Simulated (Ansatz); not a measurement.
# C₂H₄Zn: how energies converge with the basis set

An exercise on one series of results from a longer session: the logs are not shown, and one member is left open.

Computed with Ansatz 0.2.0, Gaussian basis. Level: one geometry, several basis sets.

Levels to be run: PBE0-D4/def2-SVP; ωB97M-V/def2-SVP; PBE0-D4/def2-QZVPP; ωB97M-V/def2-QZVPP; the functionals' def2-TZVPP values are taken from earlier runs.

## The relaxed structure

An earlier PBE0-D4 in a triple-zeta def2 set relaxation fixed the geometry.

7 atoms, charge 0, spin multiplicity 1.

Atoms are counted from 1 here; the program's logs count them from 0.

Bond lengths: C1–C2 1.324 Å, C1–H4 1.085 Å, C1–H5 1.085 Å, C2–H6 1.085 Å, C2–H7 1.085 Å. Angles: C2–C1–H4 121.7°, C2–C1–H5 121.7°, H4–C1–H5 116.7°, C1–C2–H6 121.7°, C1–C2–H7 121.7°, H6–C2–H7 116.6°.

Coordinates:

```
C    -0.75826    0.42296   -0.54075
C     0.28566    0.51596    0.26771
Zn    1.47812   -2.88819    0.77240
H    -1.76490    0.29419   -0.15804
H    -0.64914    0.46888   -1.61887
H     0.17717    0.47186    1.34612
H     1.29254    0.64645   -0.11417
```

The first run:

File in.yaml:

```yaml
crystal:
  periodic: [false, false, false]
  atoms:
    - {symbol: C, position_ang: [-0.758258, 0.422960, -0.540745]}
    - {symbol: C, position_ang: [0.285662, 0.515955, 0.267714]}
    - {symbol: Zn, position_ang: [1.478124, -2.888188, 0.772397]}
    - {symbol: H, position_ang: [-1.764900, 0.294186, -0.158040]}
    - {symbol: H, position_ang: [-0.649142, 0.468884, -1.618873]}
    - {symbol: H, position_ang: [0.177170, 0.471856, 1.346120]}
    - {symbol: H, position_ang: [1.292543, 0.646447, -0.114172]}
basis:
  gaussian: {orbitals: def2-SVP}
hamiltonian: {xc: pbe0, dispersion: d4}
output: {orbitals: {seedname: orbitals}}
```

Launch:

```
$ ansatz run in.yaml --threads 2 --pin off --events-out ev --progress --plain --max-ram 4352MiB
```

Among the steps run: PBE0-D4 in def2-SVP; ωB97M-V in def2-SVP; PBE0-D4 in def2-QZVPP; ωB97M-V in def2-QZVPP.

One table of the session follows, with a row left open; its other results are not shown here.

It belongs to the step «Functionals by basis». 

```
functional       basis  HOMO (eV)  LUMO (eV)
   PBE0-D4    def2-SVP      -6.09       0.16
   PBE0-D4  def2-TZVPP      -6.35      -0.56
   PBE0-D4  def2-QZVPP      -6.34      -0.64
   ωB97M-V    def2-SVP      -8.16       2.35
   ωB97M-V  def2-TZVPP      -8.42       0.95
   ωB97M-V  def2-QZVPP          ?          ?
```

Estimate the missing values for ωB97M-V, def2-QZVPP.

As computed: HOMO (eV): -8.43; LUMO (eV): 0.63. In the column «HOMO (eV)» it is the lowest.
